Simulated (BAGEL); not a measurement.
**CH3ClGaN (SMILES C#[N+][GaH2-][Cl]): RI-MP2/def2-SVP (density fitting with qzvpp-jkfit)**

Aim: the energy change on altering one bond length of CH3ClGaN at RI-MP2/def2-SVP (density fitting with qzvpp-jkfit), from 2 runs. 

The calculation is run with BAGEL 1.2.2.

6 further runs of the same task are left out: 5 that didn't finish, 1 set aside as unsound or not needed.

### 1 Starting point

The species is CH3ClGaN (7 atoms), meant as a singlet with charge 0. As SMILES, `C#[N+][GaH2-][Cl]`. Geometry: a GFN2-xTB relaxation, a rough one for these elements and not checked as a minimum.

Bond lengths: C1–N2 1.140 Å, N2–Ga3 2.134 Å, Ga3–Cl4 2.077 Å, C1–H5 1.061 Å, Ga3–H6 1.552 Å, Ga3–H7 1.543 Å. Angles: C1–N2–Ga3 158.9°, N2–Ga3–Cl4 101.2°, N2–C1–H5 179.1°, N2–Ga3–H6 91.4°, N2–Ga3–H7 96.8°, Cl4–Ga3–H6 118.1°, Cl4–Ga3–H7 119.1°, H6–Ga3–H7 119.0°.

### 2 A single-point energy at RI-MP2/def2-SVP (density fitting with qzvpp-jkfit)

mp2.json reads:

```json
{ "bagel": [

{
  "title": "molecule",
  "basis": "svp",
  "df_basis": "qzvpp-jkfit",
  "angstrom": "true",
  "geometry": [
    { "atom": "C", "xyz": [      -0.382180,      -1.021910,      -1.599270 ] },
    { "atom": "N", "xyz": [       0.131730,      -0.505680,      -0.721770 ] },
    { "atom": "Ga", "xyz": [       0.344300,       0.600600,       1.090150 ] },
    { "atom": "Cl", "xyz": [      -0.894170,       2.225660,       0.719320 ] },
    { "atom": "H", "xyz": [      -0.846010,      -1.508340,      -2.420390 ] },
    { "atom": "H", "xyz": [      -0.227690,      -0.578620,       1.920780 ] },
    { "atom": "H", "xyz": [       1.874010,       0.788290,       1.011180 ] }
  ]
},

{
  "title": "hf"
},

{
  "title": "mp2",
  "ncore": 16
}

]}
```

Command:

```
$ BAGEL_NUM_THREADS=1 BAGEL mp2.json > mp2.out
```

Standard output:

```text
* using 1 threads per process

  ===============================================================
  ===============================================================

  *** Geometry ***

  { "atom" : "C", "xyz" : [     -0.722216,     -1.931130,     -3.022182 ] },
  { "atom" : "N", "xyz" : [      0.248934,     -0.955597,     -1.363948 ] },
  { "atom" : "Ga", "xyz" : [      0.650633,      1.134970,      2.060085 ] },
  { "atom" : "Cl", "xyz" : [     -1.689736,      4.205888,      1.359318 ] },
  { "atom" : "H", "xyz" : [     -1.598727,     -2.850350,     -4.573874 ] },
  { "atom" : "H", "xyz" : [     -0.430272,     -1.093433,      3.629748 ] },
  { "atom" : "H", "xyz" : [      3.541366,      1.489652,      1.910853 ] },

  Number of auxiliary basis functions:      600

  Since a DF basis is specified, we compute 2- and 3-index integrals:
    o Being stored without compression. Storage requirement is 0.042 GB

  Number of basis functions:       93
  Number of electrons      :       64

    * METHOD: MOLECULE                             0.52

  *** RHF ***

  === Nuclear Repulsion ===
   313.0800426434

      * DIIS with orbital gradients will be used.

  === RHF iteration (svp) ===
      0      -2476.26695743          0.01228082           0.16
      1      -2476.32748401          0.00948331           0.18
      2      -2476.37124945          0.00154085           0.16
      3      -2476.37302537          0.00045823           0.17
      4      -2476.37318648          0.00011144           0.17
      5      -2476.37319501          0.00004106           0.17
      6      -2476.37319651          0.00001381           0.17
      7      -2476.37319676          0.00000464           0.21
      8      -2476.37319678          0.00000291           0.17
      9      -2476.37319679          0.00000145           0.15
     10      -2476.37319680          0.00000072           0.15
     11      -2476.37319680          0.00000027           0.15
     12      -2476.37319680          0.00000009           0.15
     13      -2476.37319680          0.00000003           0.15
     14      -2476.37319680          0.00000001           0.15
     15      -2476.37319680          0.00000001           0.15
    * SCF iteration converged.

    * Permanent dipole moment:
           (    0.399934,     1.688230,     2.020722) a.u.

    * METHOD: HF                                   3.04

  *** RHF ***

  === Nuclear Repulsion ===
   313.0800426434

      * DIIS with orbital gradients will be used.

  === RHF iteration (svp) ===
      0      -2476.37319680          0.00000001           0.15
    * SCF iteration converged.

    * Permanent dipole moment:
           (    0.399935,     1.688230,     2.020722) a.u.

  === DF-MP2 calculation ===

    * freezing 16 orbitals
    * 3-index integral transformation done
    * assembly done

      MP2 correlation energy:   -0.6393473699      0.07

      MP2 total energy:       -2477.0125441674

    * METHOD: MP2                                  0.39

  ===============================================================
```

Run time: 4.2 s. Hardware: 1 thread of Intel Xeon Platinum 8259CL at 2.50GHz (Skylake/Cascade Lake), shared host; peak memory 0.17 GiB.

### 3 The distorted shape at the same level

calc.json reads:

```json
{ "bagel": [

{
  "title": "molecule",
  "basis": "svp",
  "df_basis": "qzvpp-jkfit",
  "angstrom": true,
  "geometry": [
    { "atom": "C", "xyz": [      -0.637260,      -2.349425,      -3.773539 ] },
    { "atom": "N", "xyz": [      -0.123350,      -1.833195,      -2.896039 ] },
    { "atom": "Ga", "xyz": [       0.344300,       0.600600,       1.090150 ] },
    { "atom": "Cl", "xyz": [      -0.894170,       2.225660,       0.719320 ] },
    { "atom": "H", "xyz": [      -1.101090,      -2.835855,      -4.594659 ] },
    { "atom": "H", "xyz": [      -0.227690,      -0.578620,       1.920780 ] },
    { "atom": "H", "xyz": [       1.874010,       0.788290,       1.011180 ] }
  ]
},

{
  "title": "hf"
},

{
  "title": "mp2",
  "ncore": 16
}

]}
```

Command:

```
$ BAGEL_NUM_THREADS=1 BAGEL calc.json > calc.out
```

Standard output:

```text
* using 1 threads per process

  ===============================================================
  ===============================================================

  *** Geometry ***

  { "atom" : "C", "xyz" : [     -1.204247,     -4.439770,     -7.130955 ] },
  { "atom" : "N", "xyz" : [     -0.233098,     -3.464236,     -5.472721 ] },
  { "atom" : "Ga", "xyz" : [      0.650633,      1.134970,      2.060085 ] },
  { "atom" : "Cl", "xyz" : [     -1.689736,      4.205888,      1.359318 ] },
  { "atom" : "H", "xyz" : [     -2.080759,     -5.358989,     -8.682647 ] },
  { "atom" : "H", "xyz" : [     -0.430272,     -1.093433,      3.629748 ] },
  { "atom" : "H", "xyz" : [      3.541366,      1.489652,      1.910853 ] },

  Number of auxiliary basis functions:      600

  Since a DF basis is specified, we compute 2- and 3-index integrals:
    o Being stored without compression. Storage requirement is 0.042 GB

  Number of basis functions:       93
  Number of electrons      :       64

    * METHOD: MOLECULE                             0.68

  *** RHF ***

  === Nuclear Repulsion ===
   253.3048876829

      * DIIS with orbital gradients will be used.

  === RHF iteration (svp) ===
      0      -2476.23666844          0.01307485           0.17
      1      -2476.30630283          0.01006013           0.15
      2      -2476.35933207          0.00146690           0.15
      3      -2476.36108497          0.00046285           0.15
      4      -2476.36126501          0.00010762           0.15
      5      -2476.36127449          0.00004651           0.18
      6      -2476.36127628          0.00001427           0.21
      7      -2476.36127651          0.00000350           0.18
      8      -2476.36127652          0.00000204           0.18
      9      -2476.36127652          0.00000045           0.21
     10      -2476.36127652          0.00000014           0.22
     11      -2476.36127652          0.00000006           0.17
     12      -2476.36127652          0.00000003           0.15
     13      -2476.36127652          0.00000001           0.16
     14      -2476.36127652          0.00000001           0.17
    * SCF iteration converged.

    * Permanent dipole moment:
           (    0.264834,     1.171211,     1.232792) a.u.

    * METHOD: HF                                   3.04

  *** RHF ***

  === Nuclear Repulsion ===
   253.3048876829

      * DIIS with orbital gradients will be used.

  === RHF iteration (svp) ===
      0      -2476.36127652          0.00000000           0.16
    * SCF iteration converged.

    * Permanent dipole moment:
           (    0.264834,     1.171210,     1.232791) a.u.

  === DF-MP2 calculation ===

    * freezing 16 orbitals
    * 3-index integral transformation done
    * assembly done

      MP2 correlation energy:   -0.6316218103      0.08

      MP2 total energy:       -2476.9928983311

    * METHOD: MP2                                  0.48

  ===============================================================
```

Run time: 4.8 s. Hardware: 1 thread of Intel Xeon Platinum 8259CL at 2.50GHz (Skylake/Cascade Lake), shared host; peak memory 0.17 GiB.

### 4 Outcome

At RI-MP2/def2-SVP (density fitting with qzvpp-jkfit), 16 core orbitals frozen:

| quantity | value |
| --- | --- |
| first shape: total energy | -2477.01254 Eh |
| first shape: correlation energy (16 core orbitals frozen) | -639.3 mEh |
| distorted shape: total energy | -2476.99290 Eh |
| distorted shape: correlation energy (16 core orbitals frozen) | -631.6 mEh |
| energy change with the N2–Ga3 bond stretched from 2.134 to 4.694 Å | 0.535 eV |

In words: With the N2–Ga3 bond stretched from 2.134 to 4.694 Å the energy rises by 0.53 eV (51.6 kJ/mol). The first shape isn't relaxed at this level, so the change isn't measured from a minimum.
